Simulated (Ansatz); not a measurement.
# H5InOSi: vertical ionisation energy

How much energy removes an electron from H5InOSi at fixed geometry? The cation is run at each level and the neutral's energy taken from earlier runs.

Program: Ansatz 0.2.0, Gaussian basis. Level of theory: unrestricted cation, the program's frozen cores in correlated methods. These are calculated values, not measurements.

Plan: UKS PBE-D4/def2-TZVPP; UKS r2SCAN-D4/def2-TZVPP; UKS PBE0-D4/def2-TZVPP; UKS B3LYP-D4/def2-TZVPP; UKS wB97X-V/def2-TZVPP; UKS wB97M-V/def2-TZVPP; UKS B2PLYP/def2-TZVPP; UHF-CCSD(T)/def2-TZVPP; UHF-CCSD(T)/def2-QZVPP; extrapolation to the limit; then −ε(HOMO) from the neutral's earlier runs with LDA (SPW92), PBE-D4, revPBE-D4, BLYP-D4, r2SCAN-D4, B97M-V, PBE0-D4, B3LYP-D4, r2SCANh-D4, r2SCAN0-D4, HSE06-D4, BHLYP-D4, CAM-B3LYP-D4, LC-ωPBE, ωB97X-V, ωB97M-V.

2 further runs of the same task are left out: 2 for a known fault of the program.

## Step 1: The relaxed structure

All runs share one geometry, relaxed beforehand with PBE0-D4 in a triple-zeta def2 set. In takes the def2 core potential; no spin-orbit term is included.

SMILES `[SiH3][O][InH2]`, 8 atoms, charge 0, spin multiplicity 1.

Atoms are counted from 1 here; the program's logs count them from 0.

Bond lengths: Si1–O2 1.622 Å, Si1–H4 1.496 Å, Si1–H5 1.490 Å, Si1–H6 1.491 Å, O2–In3 1.992 Å, In3–H7 1.702 Å, In3–H8 1.706 Å. Angles: O2–Si1–H4 111.8°, O2–Si1–H5 110.7°, O2–Si1–H6 110.8°, H4–Si1–H5 107.6°, H4–Si1–H6 107.6°, H5–Si1–H6 108.1°, Si1–O2–In3 138.5°, O2–In3–H7 110.2°, O2–In3–H8 112.5°, H7–In3–H8 137.3°.

Coordinates:

```xyz
8

Si   -0.75302    1.12427   -0.42360
O     0.58650    0.34476    0.05514
In    1.13167   -1.49471    0.59268
H    -1.93562    0.21043   -0.48538
H    -0.56536    1.71229   -1.78028
H    -1.08568    2.23022    0.51863
H     2.78972   -1.52786    0.97443
H    -0.16822   -2.59941    0.54839
```

## Step 2: Cation, UKS PBE-D4/def2-TZVPP

in.yaml reads:

```yaml
crystal:
  periodic: [false, false, false]
  atoms:
    - {symbol: Si, position_ang: [-0.753017, 1.124268, -0.423602]}
    - {symbol: O, position_ang: [0.586498, 0.344762, 0.055142]}
    - {symbol: In, position_ang: [1.131673, -1.494713, 0.592678]}
    - {symbol: H, position_ang: [-1.935625, 0.210434, -0.485378]}
    - {symbol: H, position_ang: [-0.565358, 1.712285, -1.780280]}
    - {symbol: H, position_ang: [-1.085680, 2.230219, 0.518632]}
    - {symbol: H, position_ang: [2.789725, -1.527857, 0.974429]}
    - {symbol: H, position_ang: [-0.168215, -2.599408, 0.548388]}
basis:
  gaussian: {orbitals: def2-TZVPP}
total_charge: 1
magnetization: {spin_polarized: true, initial_magnetization: 1}
hamiltonian: {xc: pbe, dispersion: d4}
```

On the command line:

```sh
$ ansatz run in.yaml --threads 2 --pin off --events-out ev --progress --plain --max-ram 32768MiB --backend cpu
```

After this run come: Cation, UKS r2SCAN-D4/def2-TZVPP; Cation, UKS PBE0-D4/def2-TZVPP; Cation, UKS B3LYP-D4/def2-TZVPP; Cation, UKS wB97X-V/def2-TZVPP; Cation, UKS wB97M-V/def2-TZVPP; Cation, UKS B2PLYP (frozen core)/def2-TZVPP; Cation, UHF-CCSD(T)/def2-TZVPP; Cation, UHF-CCSD(T)/def2-QZVPP.

Q: Predict the results of all the runs planned. Wanted: ionisation energy, CCSD(T)/CBS; nearest functional by difference; nearest −ε(HOMO); −ε(HOMO) of PBE; T1 of the cation.

The runs gave:

| quantity | value |
| --- | --- |
| ionisation energy, CCSD(T)/CBS | 10.55 eV |
| nearest functional by difference | ωB97X-V (-0.22 eV) |
| nearest −ε(HOMO) | ωB97X-V (-0.09 eV) |
| −ε(HOMO) of PBE | 6.67 eV |
| T1 of the cation | 0.046 |

**Reading.** By cation minus neutral, the functionals miss by 0.92 eV at most. −ε(HOMO) of PBE misses by 3.9 eV, since self-interaction lifts the level. Among orbital estimates ωB97X-V comes nearest. Hartree-Fock falls 1.33 eV short, as the neutral has more correlation energy than the cation. The cation's T1 (from the report) is 0.046, above the customary mark of 0.045 for open shells, so the coupled-cluster value is less safe. Correlated methods include outer-core shells of In, which these sets cover unevenly. With outer-core shells in play the reference is unsure by up to some tenths of an eV, so close misses can't be ranked.
